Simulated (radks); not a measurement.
# Valence configurations of Nb

The task here is to estimate one member of a computed series from the others.

Method: scalar-relativistic Kohn-Sham, LDA (Slater exchange, Perdew-Wang correlation), spin-unpolarised, spherical densities, point nucleus. Code: radks (a radial shooting solver on a logarithmic mesh, Libxc functionals) version 1.

## The atom as given

- element: niobium (Z = 41)
- charge: 0
- electrons: 41
- configuration: [Kr] 4d4 5s1
- others tried: 4d5; 4d3.5 5s1.5; 4d3 5s2; 4d3.5 5s0.5 5p1; 4d3 5s1 5p1; 4d4 5s0.5 5p0.5; 4d4 5p1; 4d3 5s0.5 5p1.5; 4d4.5 5s0.5

The outer shells:

Nb
```
[Kr] core
4d [↑ ][↑ ][↑ ][↑ ][  ]
5s [↑ ]
```

Set-up of the first run:

Settings of this run:

```text
Z 41
configuration [Kr] 4d4 5s1
relativity scalar-relativistic
functional lda,pw
spin unpolarised
nucleus point
c 137.035999084
```

Steps of the session up to this table: [Kr] 4d4 5s1.

One of the session's tables, all rows but one given; the rest of the session is left out.

It belongs to the step «[Kr] 4d4 5s1». Radial moments (bohr):

| level | <r> | outermost maximum (interpolated) | 90 % within | nodes |
| --- | --- | --- | --- | --- |
| 2p | 0.1378 | 0.106 | 0.225 | 0 |
| 3s | 0.4441 | 0.396 | 0.657 | 2 |
| 3p | ? | ? | ? | ? |
| 3d | 0.4333 | 0.334 | 0.695 | 0 |
| 4s | 1.158 | 1.03 | 1.69 | 3 |
| 4p | 1.302 | 1.12 | 1.94 | 2 |
| 5s | 3.683 | 3.05 | 5.53 | 4 |
| 4d | 2.216 | 1.51 | 3.73 | 1 |

Estimate the missing values for 3p.

**Answer.** <r>: 0.4465; outermost maximum (interpolated): 0.390; 90 % within: 0.676; nodes: 1. In the column «<r>» it lies between 3s (0.4441) and 4s (1.158).
